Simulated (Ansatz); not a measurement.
# BiF (element-swapped structure): how the settings move a relaxation

Aim: see which settings change the result for BiF (element-swapped structure), by how much, and at what cost.

Computed with Ansatz 0.2.0 (reference: DFT r2SCAN, plane waves, PAW, scalar-relativistic, no spin polarisation, unless a step's input says otherwise).

1 further run of the same task is left out (it didn't finish).

## 1. Starting point

The structure is orthorhombic, space group Pbcm (No. 57). Conventional cell: a = 6.242 Å, b = 5.620 Å, c = 5.308 Å, α = 90.00°, β = 90.00°, γ = 90.00°. Bi (site symmetry m) has 4 F at 2.49 to 2.78 Å as nearest neighbours. Around F (site symmetry m) lie 4 Bi at 2.49 to 2.78 Å.

Coordinates:

```
Bi F
1.0
     6.24202    0.00000    0.00000
     0.00000    5.62047    0.00000
     0.00000    0.00000    5.30753
Bi F
4 4
Direct
  0.25500 0.00960 0.25000
  0.74500 0.99040 0.75000
  0.25500 0.49040 0.75000
  0.74500 0.50960 0.25000
  0.85930 0.06280 0.25000
  0.14070 0.93720 0.75000
  0.85930 0.43720 0.75000
  0.14070 0.56280 0.25000
```

## 2. Baseline

input.yaml reads:

```yaml
crystal:
  lattice:
    - [6.242015, 0.0, 0.0]
    - [0.0, 5.620472, 0.0]
    - [0.0, 0.0, 5.307529]
  atoms:
    - { symbol: Bi, position: [0.255, 0.0096, 0.25] }
    - { symbol: Bi, position: [0.745, 0.9904, 0.75] }
    - { symbol: Bi, position: [0.255, 0.4904, 0.75] }
    - { symbol: Bi, position: [0.745, 0.5096, 0.25] }
    - { symbol: F, position: [0.8593, 0.0628, 0.25] }
    - { symbol: F, position: [0.1407, 0.9372, 0.75] }
    - { symbol: F, position: [0.8593, 0.4372, 0.75] }
    - { symbol: F, position: [0.1407, 0.5628, 0.25] }
  symmetry: { tolerance: 0.0003 }
kpoints:
  mp_grid: { grid: [3, 3, 4], shift: [0, 0, 0] }
magnetization:
  spin_polarized: false
scf:
  occupations: { method: fermi_dirac, width: 0.0211 }
hamiltonian:
  pseudopotentials: { kind: paw }
  xc: r2scan
basis:
  ecutwfc: 500
output:
  forces: true
  stress: true
  eigenvalues: true
relax:
  max_steps: 40
  cell: {}
```

Started as:

```
ansatz run input.yaml --threads 1 --pin off --max-ram 2560MiB --backend cpu --events-out ev --progress --plain --runs-dir out
```

## 3. Variant: mp_grid.grid [2, 2, 3], mp_grid.shift [0.5, 0.5, 0.5]

input.yaml, as its differences from that of step 2:

```diff
@@ -16,3 +16,3 @@
 kpoints:
-  mp_grid: { grid: [3, 3, 4], shift: [0, 0, 0] }
+  mp_grid: { grid: [2, 2, 3], shift: [0.5, 0.5, 0.5] }
 magnetization:
```

## 4. Changed: occupations.method gaussian, occupations.width 0.3

input.yaml, as its differences from that of step 2:

```diff
@@ -20,3 +20,3 @@
 scf:
-  occupations: { method: fermi_dirac, width: 0.0211 }
+  occupations: { method: gaussian, width: 0.3 }
 hamiltonian:
```

## 5. A run with other settings

input.yaml, as its differences from that of step 2:

```diff
@@ -21,2 +21,3 @@
   occupations: { method: fermi_dirac, width: 0.0211 }
+  max_iter: 60
 hamiltonian:
@@ -31,3 +32,3 @@
 relax:
-  max_steps: 40
+  max_steps: 2
   cell: {}
```

(Steps that only read results are left out.)

**Question.** What will these runs give? Wanted: for each run, ending; energy change; pressure; gap; force.

**Answer**, as computed:

| run | ending | energy change | pressure (GPa) | gap (eV) | force (eV/Å) | cycles | time |
| --- | --- | --- | --- | --- | --- | --- | --- |
| reference | converged | 0 | 0.0 | 0.00 | 0.00 | 116 | 5.1 min |
| 1: mp_grid.grid [2, 2, 3], mp_grid.shift [0.5, 0.5, 0.5] | converged | -53.6 meV/atom | 0.0 | 1.59 | 0.00 | 91 | 93 s |
| 2: occupations.method gaussian, occupations.width 0.3 | converged | +0.5 meV/atom (σ→0) | 0.0 | 0.00 | 0.00 | - | 3.4 min |
| 3: max_iter 60, max_steps 2 | not converged | - | - | - | - | 18 | 44 s |

What this shows: Of the variants the dearest is «occupations.method gaussian, occupations.width 0.3» (3.4 min), the cheapest «mp_grid.grid [2, 2, 3], mp_grid.shift [0.5, 0.5, 0.5]» (93 s), on a shared host. 1 of the 3 altered inputs did not end normally.

The reference is no final answer either: its mesh is coarse for a cell with so small a gap or none.

These are semilocal Kohn-Sham gaps, which aren't the measured quantity. Such gaps usually fall short of the measured ones; spin-orbit coupling, left out here, narrows gaps with Bi, so the two errors partly cancel.
